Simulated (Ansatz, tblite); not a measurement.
# The cluster Sr₃S₄−: which isomer is lowest

One table from this session's results is given with a row withheld; the runs are named, their logs left out.

The runs use Ansatz 0.2.0, Gaussian basis; relaxed with PBE-D4/def2-SVPD, doublet.

11 further runs of the same task are left out: 7 that didn't finish, 4 set aside as unsound or not needed. Runs told in other sessions of the task aren't counted.

## Starting geometry

7 atoms, charge -1, spin multiplicity 2.

Atoms are counted from 1 here; the program's logs count them from 0.

Bond lengths: Sr1–S5 2.654 Å, Sr1–S6 2.760 Å, Sr1–S7 2.652 Å, Sr2–S4 2.652 Å, Sr2–S6 2.755 Å, Sr2–S7 2.655 Å, Sr3–S4 2.653 Å, Sr3–S5 2.655 Å, Sr3–S6 2.755 Å. Angles: S5–Sr1–S6 89.1°, S5–Sr1–S7 118.8°, S6–Sr1–S7 89.4°, S4–Sr2–S6 89.2°, S4–Sr2–S7 120.0°, S6–Sr2–S7 89.5°, S4–Sr3–S5 119.8°, S4–Sr3–S6 89.1°, S5–Sr3–S6 89.2°, Sr2–S4–Sr3 90.2°, Sr1–S5–Sr3 90.5°, Sr1–S6–Sr2 86.0°, Sr1–S6–Sr3 86.3°, Sr2–S6–Sr3 86.0°, Sr1–S7–Sr2 90.3°.

Coordinates:

```xyz
7
charge -1, multiplicity 2
Sr    1.6317    0.2516    1.4373
Sr   -1.8463    1.1117    0.2928
Sr    0.4295   -0.8535   -1.9609
S    -2.1873   -0.7845   -1.5290
S     2.0446   -1.8633   -0.1113
S     0.6516    1.6134   -0.7544
S    -0.7239    0.5246    2.6256
```

Sr takes a core potential in the def2 sets. No spin-orbit coupling is included. The ion is computed in the gas phase, without counter-ions or solvent.

A search from random starts with GFN1-xTB found 16 distinct shapes; 3 go on here. The structure above is candidate A, which lies 0.00 eV above the lowest at that level; B lies 0.08 eV above the lowest at that level; C lies 0.73 eV above the lowest at that level.

Set-up of the first run:

File in.yaml:

```yaml
crystal:
  periodic: [false, false, false]
  atoms:
    - {symbol: Sr, position_ang: [1.631720, 0.251640, 1.437260]}
    - {symbol: Sr, position_ang: [-1.846280, 1.111700, 0.292770]}
    - {symbol: Sr, position_ang: [0.429530, -0.853500, -1.960890]}
    - {symbol: S, position_ang: [-2.187330, -0.784520, -1.528990]}
    - {symbol: S, position_ang: [2.044630, -1.863300, -0.111310]}
    - {symbol: S, position_ang: [0.651620, 1.613360, -0.754430]}
    - {symbol: S, position_ang: [-0.723890, 0.524620, 2.625580]}
basis:
  gaussian: {orbitals: def2-SVPD}
total_charge: -1
magnetization: {spin_polarized: true, initial_magnetization: 1}
hamiltonian: {xc: pbe, dispersion: d4}
scf: {lower_state_search: "off"}
output: {orbitals: {seedname: orbitals}}
relax: {f_tol: 0.02, max_steps: 100}
```

Started as:

```
$ ansatz run in.yaml --threads 4 --pin off --events-out ev --progress --plain --max-ram 4787MiB
```

Among the steps run: Relaxing candidate A; Relaxing candidate B; Relaxing candidate C; Candidate A, first pass, PBE-D4/def2-SVP; Candidate A, PBE0-D4/def2-TZVPD; Candidate A, PBE-D4/def2-TZVPD; Candidate A, r2SCAN-D4/def2-TZVPD; Candidate A, B2PLYP/def2-TZVPD; Candidate A, MP2/def2-TZVPD; Candidate C, first pass, PBE-D4/def2-SVP; Candidate C, PBE0-D4/def2-TZVPD; Candidate C, PBE-D4/def2-TZVPD; Candidate C, r2SCAN-D4/def2-TZVPD; Candidate C, B2PLYP/def2-TZVPD; Candidate C, MP2/def2-TZVPD; Candidate C, RPA/def2-TZVPD.

One of the session's tables, all rows but one given; the rest of the session is left out.

It belongs to the step «C against B». 

```
               level  C above B (kJ/mol)
            GFN1-xTB               +61.4
            GFN2-xTB               +74.4
       HF/def2-TZVPD               +50.9
   PBE-D4/def2-TZVPD               +60.9
r2SCAN-D4/def2-TZVPD               +59.0
  PBE0-D4/def2-TZVPD               +43.4
   B2PLYP/def2-TZVPD               +15.7
      RPA/def2-TZVPD                   ?
      MP2/def2-TZVPD               +36.2
```

Estimate the missing values for RPA/def2-TZVPD.

The run gave: C above B (kJ/mol): +65.4. In the column «C above B (kJ/mol)» it lies between GFN1-xTB (+61.4) and GFN2-xTB (+74.4).

Limits of these values: A random search of this size may have missed the true lowest shape. Only doublets are compared; another spin may lie lower and prefer another shape.
